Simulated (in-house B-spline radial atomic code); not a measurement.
**Hf⁹⁺: ionisation energy by several methods**

One table from this session's results is given with a row withheld; the runs are named, their logs left out.

The numbers are computed with in-house B-spline radial atomic code version 1 (Dirac-Coulomb, several functionals; spherical all-electron atom at the radial basis limit), except any that are marked as measured or tabulated.

## What is computed

```
element       : hafnium (Z = 72)
charge        : +9
electrons     : 63
configuration : [Kr] 4d10 4f13 5s2 5p2
nucleus       : Fermi, rms radius 5.347 fm
```

Outer shells as boxes (Hund's rule):

[Kr] 4d10 4f13 5s2 5p2
```
[Kr] core
4d [↑↓][↑↓][↑↓][↑↓][↑↓]
4f [↑↓][↑↓][↑↓][↑↓][↑↓][↑↓][↑ ]
5s [↑↓]
5p [↑ ][↑ ][  ]
```

The boxes only draw the filling; these runs are spin-restricted and spherical.

Set-up of the first run:

The run's settings:

```ini
Z = 72
electrons = 63.0
configuration = [Kr] 4d10 4f13 5s2 5p2
hamiltonian = dirac
method = optx,lyp
spin_polarised = False
nucleus = fermi
rms_radius = 5.347
mass_number = 180
atomic_mass = 179.946559537
speed_of_light = 137.035999084
```

Steps of the session up to this table: OLYP, a GGA; LDA (VWN5); PBE, a GGA; BP86, a GGA; PW91, a GGA; BLYP, a GGA.

One table of the session follows, with a row left open; its other results are not shown here.

| method | ΔSCF (eV) | with Breit, QED, recoil (eV) |
| --- | --- | --- |
| LDA (VWN5) | 177.55 | 177.67 |
| OLYP | 178.08 | 178.20 |
| PBE | 177.08 | 177.20 |
| BP86 | 177.22 | 177.34 |
| PW91 | 177.23 | 177.34 |
| BLYP | ? | ? |

**Question.** Estimate the row for BLYP.

The run gave: ΔSCF (eV): 176.84; with Breit, QED, recoil (eV): 176.96. In the column «ΔSCF (eV)» it is the lowest.
